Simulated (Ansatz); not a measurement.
**AsH4+ (singlet): wave-function methods side by side at scale of all distances = 1.311, 6-31G**

How much of the correlation energy of AsH4+ (singlet) does each wave-function method recover here?

Computed with Ansatz 0.2.0, Gaussian basis. Level: 6-31G, core rule «outside noble gas», up to 14 orbitals frozen.

The runs, in order: UHF; CCSD(T) on RHF; BCCD(T) on RHF; CISD; CCSDT(Q) on RHF; CCSDTQ on RHF; CASSCF and MRCISD+Q, 2 electrons in 2 orbitals; CASSCF and NEVPT2, 2 electrons in 2 orbitals; CASSCF and MRCISD+Q, 8 electrons in 8 orbitals; CASSCF and MRCISD+Q(relaxed), 8 electrons in 8 orbitals; CASSCF and NEVPT2, 8 electrons in 8 orbitals; Full CI.

17 further runs of the same task are left out: 14 that didn't finish, 3 set aside as unsound or not needed.

**1. The system**

The geometry derives from a PBE0/def2-TZVP stationary point (not a proven minimum). All distances are scaled together. No spin-orbit coupling is included. The filled d shell of As may be among the frozen orbitals whatever the setting's name suggests; the logs give the count.

5 atoms, charge 1, spin multiplicity 1.

Atoms are counted from 1 here; the program's logs count them from 0.

No contacts short enough for the rule that draws bonds.

**2. UHF**

Contents of in.yaml:

```yaml
crystal:
  periodic: [false, false, false]
  atoms:
    - {symbol: As, position_ang: [0.000000, 0.000000, 0.000000]}
    - {symbol: H, position_ang: [1.126249, 1.129817, 1.127633]}
    - {symbol: H, position_ang: [-1.130850, -1.124686, 1.128157]}
    - {symbol: H, position_ang: [-1.124946, 1.125978, -1.132762]}
    - {symbol: H, position_ang: [1.129548, -1.131109, -1.123029]}
basis:
  gaussian: {orbitals: 6-31G}
total_charge: 1
magnetization: {spin_polarized: true, initial_magnetization: 0}
hamiltonian: {xc: hf}
output: {orbitals: {seedname: orbitals}}
```

The run is started by

```bash
> ansatz run in.yaml --threads 1 --pin off --events-out ev --progress --plain --max-ram 2393MiB
```

After this run come: CCSD(T) on RHF; BCCD(T) on RHF; CISD; CCSDT(Q) on RHF; CCSDTQ on RHF; CASSCF and MRCISD+Q, 2 electrons in 2 orbitals; CASSCF and NEVPT2, 2 electrons in 2 orbitals; CASSCF and MRCISD+Q, 8 electrons in 8 orbitals; CASSCF and MRCISD+Q(relaxed), 8 electrons in 8 orbitals; CASSCF and NEVPT2, 8 electrons in 8 orbitals; Full CI.

**Question.** What will the summary of the whole plan be? Wanted: FCI below the RHF energy; RMP2 from FCI; RCCSD from FCI; RCCSD(T) from FCI; RCCSDT(Q) from FCI; NEVPT2 pair from FCI; MRCISD+Q pair from FCI; NEVPT2 valence from FCI; T1 diagnostic.

**Answer**, as computed:

| quantity | value |
| --- | --- |
| FCI below the RHF energy | -3.8831 eV |
| RMP2 from FCI | +125.6 kJ/mol |
| RCCSD from FCI | +13.6 kJ/mol |
| RCCSD(T) from FCI | +4.6 kJ/mol |
| RCCSDT(Q) from FCI | +0.3 kJ/mol |
| NEVPT2 pair from FCI | +103.5 kJ/mol |
| MRCISD+Q pair from FCI | -4.2 kJ/mol |
| NEVPT2 valence from FCI | +10.4 kJ/mol |
| levels within 1 kcal/mol (43 meV) | RCCSDT, RCCSDT(Q), RCCSDTQ, MRCISD+Q pair, MRCISD valence, MRCISD+Q valence, MRCISD+Q(relaxed) valence |
| T1 diagnostic | 0.013 |
| effectively unpaired electrons | 0.25 |

**Reading.** RCCSD(T) lands +4.6 kJ/mol from the yardstick (1.2 % of the correlation energy). MRCISD+Q pair falls below full CI: the +Q correction isn't variational, and the cores differ from full CI's. The occupations show some static correlation. Of the multireference levels listed MRCISD+Q(relaxed) valence comes nearest in total energy (0.0 kJ/mol), which doesn't show that its space is the better one. These misses are within one basis, not against nature.
